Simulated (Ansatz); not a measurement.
**CaMg6Ni under changes of volume**

One of the cells (22.521 Å³/atom); the others are scaled copies at fixed shape and fractional positions:

```xyz
8
Lattice="4.8919 0.0000 0.0000 0.0000 3.1262 5.8907 0.0000 -3.1262 5.8907" Properties=species:S:1:pos:R:3 pbc="T T T"
Ni    2.4459    0.0000    7.4633
Ca    0.0000    0.0000    9.5036
Mg    2.4459    0.0000    2.1367
Mg    2.4459    1.5037    5.1883
Mg    2.4459   -1.5037    5.1883
Mg    0.0000    0.0000    4.0192
Mg    0.0000    1.5165    6.8132
Mg    0.0000   -1.5165    6.8132
```

The cell comes from a database or a generator and needn't be the stable form of this composition.

- Program: Ansatz 0.2.0
- Functional: PBE
- Potentials or basis: Ansatz PAW
- Cutoff: 420 eV (not typed: the program's choice for these potentials)
- k mesh: 6 × 5 × 5
- Occupations: fermi-dirac, width 0.05 eV
- Spin: collinear spin, ferromagnetic start
- Starting moments: [1.0, 0.0, 0.0, 0.0, 0.0, 0.0, 0.0, 0.0] μB

```tsv
volume (Å³/atom)	energy over the lowest point (meV/atom)	pressure (GPa)	largest force (eV/Å)
21.170	?	?	?
21.621	6.07	2.0	0.088
22.071	1.81	1.1	0.056
22.521	0.00	0.2	0.039
22.972	0.41	-0.5	0.083
23.422	2.82	-1.2	0.125
23.873	7.05	-1.8	0.164
```

Question: What does the run at 21.170 Å³/atom give?

Answer: Energy over the lowest point 13.03 meV/atom; pressure 3.0 GPa; largest force 0.124 eV/Å.

Worked out: A Birch-Murnaghan fit of order 3 (a polynomial in V^(-2/3)) to the other rows has its minimum at 22.66 Å³/atom with B0 = V·E''(V) = 38 GPa and B' = 4.1 at fixed shape and positions, which overstates the stiffness. It gives 13.07 meV/atom at 21.170 Å³/atom, against the run's 13.03, and -dE/dV = 3.0 GPa, against 3.0.

Energies are extrapolated to zero smearing.

Caveats: the starting moments weren't kept.
